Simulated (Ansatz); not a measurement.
# C2H6AlFS: up Jacob's ladder to CCSD(T)

An exercise on one series of results from a longer session: the logs are not shown, and one member is left open.

Method: functionals in def2-TZVPP, the program's frozen cores in correlated methods; program: Ansatz 0.2.0, Gaussian basis.

The runs, in order: LDA (SPW92), PBE-D4, revPBE-D4, BLYP-D4, r2SCAN-D4, B97M-V, PBE0-D4, B3LYP-D4, r2SCANh-D4, r2SCAN0-D4, HSE06-D4, BHLYP-D4, CAM-B3LYP-D4, LC-ωPBE, ωB97X-V, ωB97M-V, B2PLYP, PBE-QIDH; CCSD(T)/def2-SVP; CCSD(T)/def2-TZVPP; MP2/def2-QZVPP; extrapolation to the limit; RPA on PBE.

**Structure used throughout**

All runs share one geometry, relaxed beforehand with PBE0-D4 in a triple-zeta def2 set.

SMILES `[CH3][AlH][CH](F)S`, 11 atoms, charge 0, spin multiplicity 1.

Atoms are counted from 1 here; the program's logs count them from 0.

Bond lengths: C1–Al2 1.951 Å, C1–H6 1.093 Å, C1–H7 1.095 Å, C1–H8 1.094 Å, Al2–C3 1.973 Å, Al2–H9 1.585 Å, C3–F4 1.370 Å, C3–S5 1.849 Å, C3–H10 1.095 Å, S5–H11 1.348 Å. Angles: Al2–C1–H6 112.8°, Al2–C1–H7 109.9°, Al2–C1–H8 111.9°, H6–C1–H7 107.1°, H6–C1–H8 108.1°, H7–C1–H8 106.6°, C1–Al2–C3 119.3°, C1–Al2–H9 125.4°, C3–Al2–H9 115.3°, Al2–C3–F4 126.9°, Al2–C3–S5 85.3°, Al2–C3–H10 115.9°, F4–C3–S5 111.8°, F4–C3–H10 109.0°, S5–C3–H10 102.4°, C3–S5–H11 96.2°.

The first run:

Input file in.yaml:

```yaml
crystal:
  periodic: [false, false, false]
  atoms:
    - {symbol: C, position_ang: [-1.127309, -0.535185, 1.230293]}
    - {symbol: Al, position_ang: [0.521712, 0.338653, 0.659813]}
    - {symbol: C, position_ang: [1.253268, -0.056827, -1.129540]}
    - {symbol: F, position_ang: [1.104050, -1.218327, -1.841291]}
    - {symbol: S, position_ang: [0.105383, 1.265526, -1.724330]}
    - {symbol: H, position_ang: [-1.568421, -1.158513, 0.447755]}
    - {symbol: H, position_ang: [-0.927029, -1.187059, 2.087354]}
    - {symbol: H, position_ang: [-1.881159, 0.187375, 1.555560]}
    - {symbol: H, position_ang: [1.383601, 1.336625, 1.539839]}
    - {symbol: H, position_ang: [2.236936, 0.370794, -1.349040]}
    - {symbol: H, position_ang: [-1.035633, 0.599939, -1.455813]}
basis:
  gaussian: {orbitals: def2-TZVPP}
hamiltonian: {xc: lda}
output: {orbitals: {seedname: orbitals}}
```

Command:

```console
$ ansatz run in.yaml --threads 4 --pin off --events-out ev --progress --plain --max-ram 10444MiB
```

Steps of the session up to this table: LDA; PBE-D4 (GGA); revPBE-D4 (GGA); BLYP-D4 (GGA); r2SCAN-D4 (meta-GGA); B97M-V (meta-GGA); B3LYP-D4 (hybrid); r2SCANh-D4 (hybrid); r2SCAN0-D4 (hybrid); HSE06-D4 (hybrid); BHLYP-D4 (hybrid); CAM-B3LYP-D4 (range-separated); LC-ωPBE (range-separated); ωB97X-V (range-separated); ωB97M-V (range-separated); B2PLYP (double hybrid); PBE-QIDH (double hybrid).

One of the session's tables, all rows but one given; the rest of the session is left out.

It belongs to the step «Orbital energies across the functionals». 

```
  functional  HOMO (eV)  gap (eV)
 LDA (SPW92)      -6.13      4.69
      PBE-D4      -6.00      4.76
   revPBE-D4      -5.94      4.80
     BLYP-D4      -5.89      4.75
   r2SCAN-D4      -6.26      5.33
      B97M-V      -6.34      5.27
     PBE0-D4      -7.26      6.80
    B3LYP-D4      -7.06      6.38
  r2SCANh-D4      -6.73      6.08
  r2SCAN0-D4      -7.43      7.17
    HSE06-D4      -6.86      6.03
    BHLYP-D4      -8.43      8.71
CAM-B3LYP-D4      -8.61      9.04
     LC-ωPBE          ?         ?
     ωB97X-V      -9.58     10.98
     ωB97M-V      -9.44     10.52
```

**Question.** Estimate the row for LC-ωPBE.

**Answer.** HOMO (eV): -9.91; gap (eV): 11.44. In the column «HOMO (eV)» it is the lowest.
